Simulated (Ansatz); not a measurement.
# C2H3BO: vertical ionisation energy

Aim: the vertical ionisation energy of C2H3BO, as cation minus neutral at the neutral's geometry, on several levels, and how well −ε(HOMO) stands in for it.

Program: Ansatz 0.2.0, Gaussian basis. Level of theory: unrestricted cation, the program's frozen cores in correlated methods. These are calculated values, not measurements.

Plan: UKS PBE-D4/def2-TZVPP; UKS r2SCAN-D4/def2-TZVPP; UKS PBE0-D4/def2-TZVPP; UKS B3LYP-D4/def2-TZVPP; UKS wB97X-V/def2-TZVPP; UKS wB97M-V/def2-TZVPP; UKS B2PLYP/def2-TZVPP; UHF-CCSD(T)/def2-TZVPP; UHF-MP2/def2-QZVPP; extrapolation to the limit; then −ε(HOMO) from the neutral's earlier runs with LDA (SPW92), PBE-D4, revPBE-D4, BLYP-D4, r2SCAN-D4, B97M-V, PBE0-D4, B3LYP-D4, r2SCANh-D4, r2SCAN0-D4, HSE06-D4, BHLYP-D4, CAM-B3LYP-D4, LC-ωPBE, ωB97X-V, ωB97M-V.

**1. Structure used throughout**

An earlier PBE0-D4 in a triple-zeta def2 set relaxation fixed the geometry.

SMILES `OC1=CB1`, 7 atoms, charge 0, spin multiplicity 1.

Atoms are counted from 1 here; the program's logs count them from 0.

Bond lengths: O1–C2 1.325 Å, O1–H5 0.963 Å, C2–C3 1.346 Å, C2–B4 1.470 Å, C3–B4 1.469 Å, C3–H6 1.081 Å, B4–H7 1.183 Å. Angles: C2–O1–H5 108.8°, O1–C2–C3 138.0°, O1–C2–B4 159.3°, C3–C2–B4 62.7°, C2–C3–B4 62.8°, C2–C3–H6 141.1°, B4–C3–H6 156.1°, C2–B4–C3 54.5°, C2–B4–H7 153.9°, C3–B4–H7 151.6°.

Geometry (Å):

```
O    -1.6889    0.2663    0.0388
C    -0.3818    0.0558   -0.0016
C     0.5821   -0.4074    0.8151
B     0.9883    0.0131   -0.5330
H    -1.9720    0.6236   -0.8094
H     0.7241   -0.7951    1.8136
H     1.8094    0.1758   -1.3692
```

**2. Cation, UKS PBE-D4/def2-TZVPP**

The input, in.yaml:

```yaml
crystal:
  periodic: [false, false, false]
  atoms:
    - {symbol: O, position_ang: [-1.688924, 0.266273, 0.038773]}
    - {symbol: C, position_ang: [-0.381752, 0.055752, -0.001555]}
    - {symbol: C, position_ang: [0.582144, -0.407391, 0.815067]}
    - {symbol: B, position_ang: [0.988273, 0.013056, -0.532964]}
    - {symbol: H, position_ang: [-1.971978, 0.623607, -0.809438]}
    - {symbol: H, position_ang: [0.724067, -0.795103, 1.813584]}
    - {symbol: H, position_ang: [1.809372, 0.175806, -1.369167]}
basis:
  gaussian: {orbitals: def2-TZVPP}
total_charge: 1
magnetization: {spin_polarized: true, initial_magnetization: 1}
hamiltonian: {xc: pbe, dispersion: d4}
```

Command:

```console
> ansatz run in.yaml --threads 2 --pin off --events-out ev --progress --plain --max-ram 4352MiB
```

The runs that follow: Cation, UKS r2SCAN-D4/def2-TZVPP; Cation, UKS PBE0-D4/def2-TZVPP; Cation, UKS B3LYP-D4/def2-TZVPP; Cation, UKS wB97X-V/def2-TZVPP; Cation, UKS wB97M-V/def2-TZVPP; Cation, UKS B2PLYP (frozen core)/def2-TZVPP; Cation, UHF-CCSD(T)/def2-TZVPP; Cation, UHF-MP2/def2-QZVPP.

Q: Predict the results of all the runs planned. Wanted: ionisation energy, CCSD(T)/CBS; nearest functional by difference; nearest −ε(HOMO); −ε(HOMO) of PBE; T1 of the cation.

As calculated:

```
                        quantity               value
  ionisation energy, CCSD(T)/CBS            10.87 eV
nearest functional by difference   B2PLYP (-0.22 eV)
                nearest −ε(HOMO)  LC-ωPBE (-0.04 eV)
                 −ε(HOMO) of PBE             6.66 eV
                T1 of the cation               0.024
```

What this shows: By cation minus neutral, the functionals miss by 0.57 eV at most. −ε(HOMO) of PBE misses by 4.2 eV, since self-interaction lifts the level. Among orbital estimates LC-ωPBE comes nearest. Hartree-Fock falls 1.34 eV short, as the neutral has more correlation energy than the cation.
